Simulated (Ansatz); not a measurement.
# Zr2AlC: the cost of one run

Computed with Ansatz 0.2.0 through its Python package. Level of theory: DFT PBEsol, plane waves, PAW.

### Step 1. The system

The structure is hexagonal, space group P6_3/mmc (No. 194). Conventional cell: a = 3.319 Å, b = 3.319 Å, c = 14.582 Å, α = 90.00°, β = 90.00°, γ = 120.00°. Zr (site symmetry 3m) has 3 C at 2.30 Å as nearest neighbours. Al (site symmetry -6m2) is surrounded by 6 Zr at 3.06 Å and 6 Al at 3.32 Å. C (site symmetry -3m) has 6 Zr at 2.30 Å as nearest neighbours.

The script holds or builds the structure itself.

### Step 2. The script

The input, eos_zr2alc.py:

```python
'''Energy against volume for Zr2AlC, with a fit.'''

import warnings

import ansatz as az
import numpy as np
from pymatgen.analysis.eos import EOS

VECTORS = np.array([
    [3.319404, 0.0, 0.0],
    [-1.659702, 2.874688, 0.0],
    [0.0, 0.0, 14.581958],
])
SITES = [
    ('Zr', (1 / 3, 2 / 3, 0.086756)),
    ('Zr', (2 / 3, 1 / 3, 0.586756)),
    ('Zr', (2 / 3, 1 / 3, 0.913244)),
    ('Zr', (1 / 3, 2 / 3, 0.413244)),
    ('Al', (1 / 3, 2 / 3, 0.75)),
    ('Al', (2 / 3, 1 / 3, 0.25)),
    ('C', (0.0, 0.0, 0.0)),
    ('C', (0.0, 0.0, 0.5)),
]


def on_lattice(cell):
    crystal = az.Crystal(lattice=az.Lattice.of(cell))
    for symbol, position in SITES:
        crystal = crystal.atom(symbol, position)
    return crystal


def main() -> None:
    warnings.simplefilter('ignore', az.DeckWarning)

    # scale the volume, keep shape and fractions
    volumes, energies, pressures = [], [], []
    for scale in np.linspace(0.94, 1.06, 7):
        cell = VECTORS * scale ** (1 / 3)
        setup = (
            on_lattice(cell).calculation()
            .functional(az.Functional.PBESOL)
            .scf(tolerance=1e-08)
            .occupations('cold', width=0.1)
            .basis(550)
            .pseudopotentials('paw')
            .kpoints(9, 9, 2)
            .stress()
        )
        summary = setup.run(threads=1, pin='off').report
        volumes.append(abs(np.linalg.det(cell)) / len(SITES))
        energies.append(summary['free_energy_ev'] / len(SITES))
        pressures.append(np.trace(summary['stress_gpa']) / 3)
        print(f'V = {volumes[-1]:8.4f} A^3/atom  F = {energies[-1]:.5f} eV/atom  P = {pressures[-1]:8.3f} GPa')

    for form in ['vinet', 'pourier_tarantola', 'murnaghan']:
        fit = EOS(eos_name=form).fit(volumes, energies)
        print(f'{form:18s} V0 {fit.v0:8.4f} A^3/atom  B0 {fit.b0_GPa:7.1f} GPa  B1 {fit.b1:5.2f}')


if __name__ == '__main__':
    main()
```

### Step 3. The input behind the calls

The engine receives this input (first run):

```yaml
crystal:
  lattice:
    - [3.2516420476148697, 0.0, 0.0]
    - [-1.6258210238074349, 2.81600443169132, 0.0]
    - [0.0, 0.0, 14.284283494673753]
  atoms:
    - { symbol: Zr, position: [0.3333333333333333, 0.6666666666666666, 0.086756] }
    - { symbol: Zr, position: [0.6666666666666666, 0.3333333333333333, 0.586756] }
    - { symbol: Zr, position: [0.6666666666666666, 0.3333333333333333, 0.913244] }
    - { symbol: Zr, position: [0.3333333333333333, 0.6666666666666666, 0.413244] }
    - { symbol: Al, position: [0.3333333333333333, 0.6666666666666666, 0.75] }
    - { symbol: Al, position: [0.6666666666666666, 0.3333333333333333, 0.25] }
    - { symbol: C, position: [0.0, 0.0, 0.0] }
    - { symbol: C, position: [0.0, 0.0, 0.5] }
basis:
  ecutwfc: 550.0
kpoints:
  mp_grid:
    grid: [9, 9, 2]
hamiltonian:
  xc: pbesol
  pseudopotentials:
    kind: paw
scf:
  convergence:
    dr2_threshold: 1.0e-08
  occupations:
    method: cold
    width: 0.1
output:
  stress: true
```

### Step 4. Running it

The run is started by

```console
> python eos_zr2alc.py
```

Q: Estimate wall time and peak memory on 1 thread of Arm Neoverse V1, shared host.

About 78 s, with a peak of 0.66 GiB.
